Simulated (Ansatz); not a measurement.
# triplet As4: levels of theory compared

Wanted: a comparison of 6 runs (UCAM-B3LYP/cc-pVDZ, UHSE06/cc-pVDZ, UPBE/cc-pVDZ, UPBE0/cc-pVDZ, RPA@PBE0/cc-pVDZ, UMP2/cc-pVDZ) of triplet As4. 

Program for the calculation: Ansatz 0.2.0.

24 further runs of the same task are left out: 7 that didn't finish, 17 set aside as unsound or not needed. Runs told in other sessions of the task aren't counted.

### 1 The structure to begin with

The species is As4 (4 atoms), meant as a triplet with charge 0. As SMILES of the parent species, `[As]12[As]3[As]1[As]23`. Geometry: relaxed at PBE0-D4/def2-TZVP. That shape belongs to the parent species and isn't relaxed for this state.

Bond lengths: As1–As2 2.424 Å, As1–As3 2.424 Å, As2–As3 2.424 Å, As1–As4 2.424 Å, As2–As4 2.424 Å, As3–As4 2.424 Å. Some angles: As1–As2–As3 60.0°, As1–As2–As4 60.0°, As3–As2–As4 60.0°, As2–As1–As3 60.0°, As2–As1–As4 60.0°, As3–As1–As4 60.0°, As1–As3–As2 60.0°, As1–As3–As4 60.0°, As2–As3–As4 60.0°, As1–As4–As2 60.0°.

### 2 The energy at UCAM-B3LYP/cc-pVDZ (run 1)

The input, run.yaml:

```yaml
crystal:
  periodic: [false, false, false]
  atoms:
    - symbol: As
      position_ang: [0.408230, -1.037610, 0.980150]
    - symbol: As
      position_ang: [-0.244980, 1.281220, 0.708840]
    - symbol: As
      position_ang: [-1.243230, -0.430680, -0.687660]
    - symbol: As
      position_ang: [1.079970, 0.187070, -1.001320]
basis:
  gaussian: {orbitals: cc-pVDZ}
output: {orbitals: {seedname: orbitals}}
accuracy: high
hamiltonian: {xc: {name: CAM-B3LYP}}
magnetization: {spin_polarized: true, initial_magnetization: 2}
```

Launch:

```console
$ ansatz run run.yaml --threads 1 --pin off --max-ram 3480MiB --events-out events.jsonl --progress --plain --runs-dir runs
```

The program printed:

```text
Warning: RAYON_NUM_THREADS=1 ignored (pool sized by the plan → 1); use --threads N
Functional definition: CAM-B3LYP
  name "CAM-B3LYP"
  parameter alpha = 0.19
  parameter beta = 0.46
  parameter omega = 0.33/bohr
  parameter ac = 0.81
  exchange = (1 - alpha - beta)*b88_x + beta*b88_x_sr(omega) + alpha*exact_x + beta*exact_x_lr(omega)
  correlation = (1 - ac)*vwn5_c + ac*lyp_c
2312 factors; integrals over basis functions are off by at most 4.5e-9 eV
406 factors; integrals over basis functions are off by at most 1.4e-9 eV
mean field evaluation 1: about -243373.1136 eV, gradient 5.0e0 eV
mean field evaluation 2: about -243373.3146 eV, gradient 2.9e0 eV
mean field evaluation 4: about -243373.4000 eV, gradient 3.8e-1 eV
mean field evaluation 8: about -243373.5288 eV, gradient 2.2e-1 eV
mean field evaluation 16: about -243373.5651 eV, gradient 4.3e-2 eV
mean field evaluation 32: about -243373.6331 eV, gradient 7.4e-1 eV
mean field evaluation 64: about -243373.6598 eV, gradient 1.1e-2 eV
mean field -243373.65983624 eV, -8943.8170343901 hartree, gradient 2.1e-8 eV, S^2 2.006762; 7 other end points of the search recorded, 0 dependent functions left out
reference -243373.65985152 eV, -8943.8170349519 hartree; 67, 65 occupied and 41, 43 virtual orbitals, 2312 factors
Total energy: -243373.65985152 eV, -8943.8170349519 hartree
```

Run time: 95 s. Hardware: 1 thread of Intel Xeon Platinum 8559C (Emerald Rapids), shared host; peak memory 1.2 GiB.

### 3 A single-point energy at UHSE06/cc-pVDZ (run 2)

The input, input.yaml:

```yaml
crystal:
  periodic: [false, false, false]
  atoms:
    - symbol: As
      position_ang: [0.408230, -1.037610, 0.980150]
    - symbol: As
      position_ang: [-0.244980, 1.281220, 0.708840]
    - symbol: As
      position_ang: [-1.243230, -0.430680, -0.687660]
    - symbol: As
      position_ang: [1.079970, 0.187070, -1.001320]
basis:
  gaussian: {orbitals: cc-pVDZ}
hamiltonian: {xc: hse06}
accuracy: high
magnetization: {spin_polarized: true, initial_magnetization: 2}
output: {orbitals: {seedname: orbitals}}
```

Launch:

```console
$ ansatz run input.yaml --threads 1 --pin off --max-ram 3480MiB --events-out events.jsonl --progress --plain --runs-dir runs
```

The program printed (excerpt; [...] marks lines left out):

```text
Warning: RAYON_NUM_THREADS=1 ignored (pool sized by the plan → 1); use --threads N
Functional definition: HSE06
  name "HSE06"
[...]
2312 factors; integrals over basis functions are off by at most 4.5e-9 eV
91 factors; integrals over basis functions are off by at most 1.4e-9 eV
[...]
mean field -243331.99745570 eV, -8942.2859701452 hartree, gradient 8.2e-8 eV, S^2 2.006942; 15 other end points of the search recorded, 0 dependent functions left out
reference -243331.99745801 eV, -8942.2859702301 hartree; 67, 65 occupied and 41, 43 virtual orbitals, 2312 factors
Total energy: -243331.99745801 eV, -8942.2859702301 hartree
```

It took 3.6 min on 1 thread of Intel Xeon Platinum 8559C (Emerald Rapids), shared host; peak memory 1.3 GiB.

### 4 A single-point energy at UPBE/cc-pVDZ (run 3)

The input, job.yaml:

```yaml
crystal:
  periodic: [false, false, false]
  atoms:
    - {symbol: As, position_ang: [0.408230, -1.037610, 0.980150]}
    - {symbol: As, position_ang: [-0.244980, 1.281220, 0.708840]}
    - {symbol: As, position_ang: [-1.243230, -0.430680, -0.687660]}
    - {symbol: As, position_ang: [1.079970, 0.187070, -1.001320]}
basis:
  gaussian:
    orbitals: cc-pVDZ
magnetization:
  spin_polarized: true
  initial_magnetization: 2
hamiltonian:
  xc: {name: PBE}
accuracy: high
output: {orbitals: {seedname: orbitals}}
```

Launch:

```console
$ ansatz run job.yaml --threads 1 --pin off --max-ram 3480MiB --events-out events.jsonl --progress --plain --runs-dir runs
```

The program printed (excerpt; [...] marks lines left out):

```text
Warning: RAYON_NUM_THREADS=1 ignored (pool sized by the plan → 1); use --threads N
Functional definition: PBE
  name "PBE"
[...]
2312 factors; integrals over basis functions are off by at most 4.5e-9 eV
[...]
mean field -243325.06403651 eV, -8942.0311716895 hartree, gradient 2.8e-8 eV, S^2 2.007940; 10 other end points of the search recorded, 0 dependent functions left out
reference -243325.06403883 eV, -8942.0311717747 hartree; 67, 65 occupied and 41, 43 virtual orbitals, 2312 factors
Total energy: -243325.06403883 eV, -8942.0311717747 hartree
```

It took 77 s on 1 thread of Intel Xeon Platinum 8559C (Emerald Rapids), shared host; peak memory 0.47 GiB.

Runs 4 to 5 aren't shown in full; the table further down has their settings and results.

### 5 The energy at UMP2/cc-pVDZ (run 6)

The input, run.yaml:

```yaml
crystal:
  periodic: [false, false, false]
  atoms:
    - {symbol: As, position_ang: [0.408230, -1.037610, 0.980150]}
    - {symbol: As, position_ang: [-0.244980, 1.281220, 0.708840]}
    - {symbol: As, position_ang: [-1.243230, -0.430680, -0.687660]}
    - {symbol: As, position_ang: [1.079970, 0.187070, -1.001320]}
basis:
  gaussian:
    orbitals: cc-pVDZ
total_charge: 0
magnetization:
  spin_polarized: true
  initial_magnetization: 2
correlation:
  method: mp2
  frozen_orbitals: {As: 9}
accuracy: high
```

Launch:

```console
$ ansatz run run.yaml --threads 1 --pin off --max-ram 3480MiB --events-out events.jsonl --progress --plain --runs-dir runs
```

The program printed (excerpt; [...] marks lines left out):

```text
Warning: RAYON_NUM_THREADS=1 ignored (pool sized by the plan → 1); use --threads N
Functional definition: HF
  name "HF"
[...]
2312 factors; integrals over basis functions are off by at most 4.5e-9 eV
[...]
mean field -243178.11649927 eV, -8936.6309493007 hartree, gradient 2.9e-8 eV, S^2 2.042332; 19 other end points of the search recorded, 0 dependent functions left out
36 core orbitals not correlated: weight in the atoms' cores, before any rotation towards them, 1.000 or more for the frozen orbitals, at most 0.000 for the correlated occupied ones
reference -243178.11649927 eV, -8936.6309493007 hartree; 31, 29 occupied and 41, 43 virtual orbitals, 2312 factors
second order -12.62588749 eV of doubles, -0.00000000 eV of singles
Total energy: -243190.74238676 eV, -8937.0949421077 hartree
```

Run time: 2.7 min. Hardware: 1 thread of Intel Xeon Platinum 8559C (Emerald Rapids), shared host; peak memory 1 GiB.

### 6 All runs side by side

| run | level | frozen core orbitals | energy (Eh) | HOMO energy (eV) | ⟨S²⟩ | wall time |
| --- | --- | --- | --- | --- | --- | --- |
| 1 | UCAM-B3LYP/cc-pVDZ | – | -8943.817035 | -4.18 | 2.007 | 95 s |
| 2 | UHSE06/cc-pVDZ | – | -8942.285970 | -2.81 | 2.007 | 3.6 min |
| 3 | UPBE/cc-pVDZ | – | -8942.031172 | -2.20 | 2.008 | 77 s |
| 4 | UPBE0/cc-pVDZ | – | -8942.277035 | -3.18 | 2.007 | 2.8 min |
| 5 | RPA@PBE0/cc-pVDZ | 36 | -8937.256829 | – | 2.007 | 3.6 min |
| 6 | UMP2/cc-pVDZ | 36 | -8937.094942 | – | 2.042 | 2.7 min |

### 7 Outcome

| quantity | value |
| --- | --- |
| run 6: total energy | -8937.09494 Eh |
| run 6: correlation energy (36 core orbitals frozen) | -464.0 mEh |
| run 6: ⟨S²⟩ of the reference determinant | 2.042 |

What this shows: Totals of different functionals can't be ranked against each other. All runs together took 15 min, the longest 3.6 min.
